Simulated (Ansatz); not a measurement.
**S8: up Jacob's ladder to CCSD(T)**

How much do the methods differ for S8? The plan is to run it at one geometry with functionals of several rungs and with coupled cluster, and see how far each lands from CCSD(T) at the basis-set limit for the atomisation energy.

The runs use Ansatz 0.2.0, Gaussian basis; functionals in def2-TZVPP, the program's frozen cores in correlated methods.

The runs, in order: LDA (SPW92), PBE-D4, revPBE-D4, BLYP-D4, r2SCAN-D4, B97M-V, PBE0-D4, B3LYP-D4, r2SCANh-D4, r2SCAN0-D4, HSE06-D4, BHLYP-D4, CAM-B3LYP-D4, LC-ωPBE, ωB97X-V, ωB97M-V, B2PLYP, PBE-QIDH; CCSD(T)/def2-SVP; CCSD(T)/def2-TZVPP; MP2/def2-QZVPP; extrapolation to the limit; RPA on PBE.

### 1 Structure used throughout

An earlier PBE0-D4 in a triple-zeta def2 set relaxation fixed the geometry.

8 atoms, charge 0, spin multiplicity 1.

Atoms are counted from 1 here; the program's logs count them from 0.

Bond lengths: S1–S2 2.044 Å, S1–S8 2.044 Å, S2–S3 2.044 Å, S3–S4 2.044 Å, S4–S5 2.044 Å, S5–S6 2.044 Å, S6–S7 2.044 Å, S7–S8 2.044 Å. Angles: S2–S1–S8 108.1°, S1–S2–S3 108.1°, S2–S3–S4 108.1°, S3–S4–S5 108.1°, S4–S5–S6 108.1°, S5–S6–S7 108.1°, S6–S7–S8 108.1°, S1–S8–S7 108.1°.

### 2 LDA

This LDA is Slater exchange with PW92 correlation.

File in.yaml:

```yaml
crystal:
  periodic: [false, false, false]
  atoms:
    - {symbol: S, position_ang: [-0.217055, -1.458035, 1.882968]}
    - {symbol: S, position_ang: [1.269436, -1.946067, 0.567551]}
    - {symbol: S, position_ang: [2.369061, -0.263104, 0.197963]}
    - {symbol: S, position_ang: [1.723831, 0.543377, -1.565956]}
    - {symbol: S, position_ang: [0.426138, 2.062229, -1.133220]}
    - {symbol: S, position_ang: [-1.478259, 1.342601, -1.316404]}
    - {symbol: S, position_ang: [-2.160264, 0.866470, 0.550760]}
    - {symbol: S, position_ang: [-1.932867, -1.147459, 0.816338]}
basis:
  gaussian: {orbitals: def2-TZVPP}
hamiltonian: {xc: lda}
output: {orbitals: {seedname: orbitals}}
```

On the command line:

```console
> ansatz run in.yaml --threads 2 --pin off --events-out ev --progress --plain --max-ram 32768MiB --backend cuda --devices 0, --max-vram 18GiB
```

After this run come: PBE-D4 (GGA); revPBE-D4 (GGA); BLYP-D4 (GGA); r2SCAN-D4 (meta-GGA); B97M-V (meta-GGA); B3LYP-D4 (hybrid); r2SCANh-D4 (hybrid); r2SCAN0-D4 (hybrid); HSE06-D4 (hybrid); BHLYP-D4 (hybrid); CAM-B3LYP-D4 (range-separated); LC-ωPBE (range-separated); ωB97X-V (range-separated); ωB97M-V (range-separated); B2PLYP (double hybrid); PBE-QIDH (double hybrid); CCSD(T) in def2-SVP; CCSD(T) in def2-TZVPP; MP2 in def2-QZVPP; RPA on PBE orbitals.

Before running them: what should the planned runs give, taken together? Wanted: atomisation energy, CCSD(T)/CBS; farthest beyond LDA; mean size of error, GGA; mean size of error, meta-GGA; mean size of error, hybrid; mean size of error, range-separated; mean size of error, double hybrid; gap, smallest and largest; T1 diagnostic.

As calculated:

```
                               quantity                                      value
        atomisation energy, CCSD(T)/CBS                                  22.311 eV
    functionals within 0.112 eV (0.5 %)                                   B3LYP-D4
                    farthest beyond LDA                         PBE-D4 (+2.687 eV)
                mean size of error, GGA                                   1.741 eV
           mean size of error, meta-GGA                                   1.028 eV
             mean size of error, hybrid                                   0.844 eV
    mean size of error, range-separated                                   0.767 eV
      mean size of error, double hybrid                                   0.719 eV
              gap, smallest and largest  3.50 eV (LDA (SPW92)), 10.30 eV (LC-ωPBE)
                          T1 diagnostic                                     0.0199
triples share of the correlation energy                                      5.9 %
```

The LDA atomisation energy is off by 7.555 eV (34 %): it overbinds. PBE-D4 misses by +2.687 eV. Double hybrids carry the basis error of their MP2 part in triple zeta, and no dispersion term here, so their miss is partly the set-up's. Taken by rung, double hybrid functionals do best (0.719 eV on average) and GGA ones worst beyond LDA (1.741 eV). The gap between the best rungs is small, so their order is not settled. RPA and LDA stand outside this count. Misses under about 0.112 eV are within the doubt on the reference itself, which lacks core-valence correlation, relativity and higher excitations. Hartree-Fock recovers 43 % of the binding; the rest is correlation. CCSD(T) in def2-SVP is off by -5.718 eV, worse than the median functional, from the basis alone. Orbital gaps span 3.5 to 10.3 eV; exact exchange widens them.
